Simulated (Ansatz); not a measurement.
# C2H6AlF: a ladder of functionals and wavefunction methods

How much do the methods differ for C2H6AlF? The plan is to run it at one geometry with functionals of several rungs and with coupled cluster. The yardstick is the atomisation energy at the CCSD(T) limit.

Method: functionals in def2-TZVPP, the program's frozen cores in correlated methods; program: Ansatz 0.2.0, Gaussian basis.

Plan: LDA (SPW92), PBE-D4, revPBE-D4, BLYP-D4, r2SCAN-D4, B97M-V, PBE0-D4, B3LYP-D4, r2SCANh-D4, r2SCAN0-D4, HSE06-D4, BHLYP-D4, CAM-B3LYP-D4, LC-ωPBE, ωB97X-V, ωB97M-V, B2PLYP, PBE-QIDH; CCSD(T)/def2-SVP; CCSD(T)/def2-TZVPP; MP2/def2-QZVPP; extrapolation to the limit; RPA on PBE.

**1. Structure used throughout**

The geometry comes from an earlier relaxation with PBE0-D4 in a triple-zeta def2 set; it is a stationary point, not always the lowest conformer.

SMILES `[CH3][Al]([CH3])[F]`, 10 atoms, charge 0, spin multiplicity 1.

Atoms are counted from 1 here; the program's logs count them from 0.

Bond lengths: C1–Al2 1.942 Å, C1–H5 1.092 Å, C1–H6 1.095 Å, C1–H7 1.095 Å, Al2–C3 1.942 Å, Al2–F4 1.659 Å, C3–H8 1.095 Å, C3–H9 1.093 Å, C3–H10 1.095 Å. Angles: Al2–C1–H5 112.4°, Al2–C1–H6 110.9°, Al2–C1–H7 111.1°, H5–C1–H6 107.9°, H5–C1–H7 108.1°, H6–C1–H7 106.3°, C1–Al2–C3 126.3°, C1–Al2–F4 117.4°, C3–Al2–F4 116.3°, Al2–C3–H8 110.9°, Al2–C3–H9 112.6°, Al2–C3–H10 110.9°, H8–C3–H9 107.9°, H8–C3–H10 106.4°, H9–C3–H10 107.9°.

**2. LDA**

This LDA is Slater exchange with PW92 correlation.

The input, in.yaml:

```yaml
crystal:
  periodic: [false, false, false]
  atoms:
    - {symbol: C, position_ang: [-0.566730, 1.412593, -0.858485]}
    - {symbol: Al, position_ang: [-0.288615, -0.445281, -0.364266]}
    - {symbol: C, position_ang: [0.794714, -1.093086, 1.112174]}
    - {symbol: F, position_ang: [-1.047312, -1.600604, -1.281288]}
    - {symbol: H, position_ang: [-1.184438, 1.517147, -1.752896]}
    - {symbol: H, position_ang: [-1.053982, 1.963375, -0.046842]}
    - {symbol: H, position_ang: [0.387085, 1.917335, -1.043818]}
    - {symbol: H, position_ang: [0.189438, -1.676658, 1.813166]}
    - {symbol: H, position_ang: [1.269782, -0.283764, 1.671992]}
    - {symbol: H, position_ang: [1.583158, -1.762255, 0.753362]}
basis:
  gaussian: {orbitals: def2-TZVPP}
hamiltonian: {xc: lda}
output: {orbitals: {seedname: orbitals}}
```

After this run come: PBE-D4 (GGA); revPBE-D4 (GGA); BLYP-D4 (GGA); r2SCAN-D4 (meta-GGA); B97M-V (meta-GGA); PBE0-D4 (hybrid); B3LYP-D4 (hybrid); r2SCANh-D4 (hybrid); r2SCAN0-D4 (hybrid); HSE06-D4 (hybrid); BHLYP-D4 (hybrid); CAM-B3LYP-D4 (range-separated); LC-ωPBE-D4 (range-separated); ωB97X-V (range-separated); ωB97M-V (range-separated); B2PLYP (double hybrid); PBE-QIDH (double hybrid); CCSD(T) in def2-SVP; CCSD(T) in def2-TZVPP; MP2 in def2-QZVPP; RPA on PBE orbitals.

Q: Predict the results of all the runs planned. Wanted: atomisation energy, CCSD(T)/CBS; farthest beyond LDA; mean size of error, GGA; mean size of error, meta-GGA; mean size of error, hybrid; mean size of error, range-separated; mean size of error, double hybrid; gap, smallest and largest; T1 diagnostic.

The runs gave:

| quantity | value |
| --- | --- |
| atomisation energy, CCSD(T)/CBS | 39.016 eV |
| functionals within 0.195 eV (0.5 %) | r2SCAN-D4, B97M-V, B3LYP-D4, r2SCANh-D4, CAM-B3LYP-D4, LC-ωPBE, ωB97X-V, ωB97M-V |
| farthest beyond LDA | BHLYP-D4 (-0.987 eV) |
| mean size of error, GGA | 0.394 eV |
| mean size of error, meta-GGA | 0.044 eV |
| mean size of error, hybrid | 0.356 eV |
| mean size of error, range-separated | 0.073 eV |
| mean size of error, double hybrid | 0.370 eV |
| gap, smallest and largest | 5.46 eV (LDA (SPW92)), 12.46 eV (LC-ωPBE) |
| T1 diagnostic | 0.0108 |
| triples share of the correlation energy | 3.2 % |

What this shows: LDA overbinds by 4.504 eV (12 %). PBE-D4 is off by +0.231 eV. Double hybrids carry the basis error of their MP2 part in triple zeta, and no dispersion term here, so their miss is partly the set-up's. The rungs meta-GGA, range-separated miss on average by less than the doubt on the reference (0.195 eV), so they tie. Misses under about 0.195 eV are within the doubt on the reference itself, which lacks core-valence correlation, relativity and higher excitations. Hartree-Fock recovers 76 % of the binding; the rest is correlation. CCSD(T) in def2-SVP is off by -1.903 eV, which most functionals beat. Orbital gaps span 5.5 to 12.5 eV; exact exchange widens them.
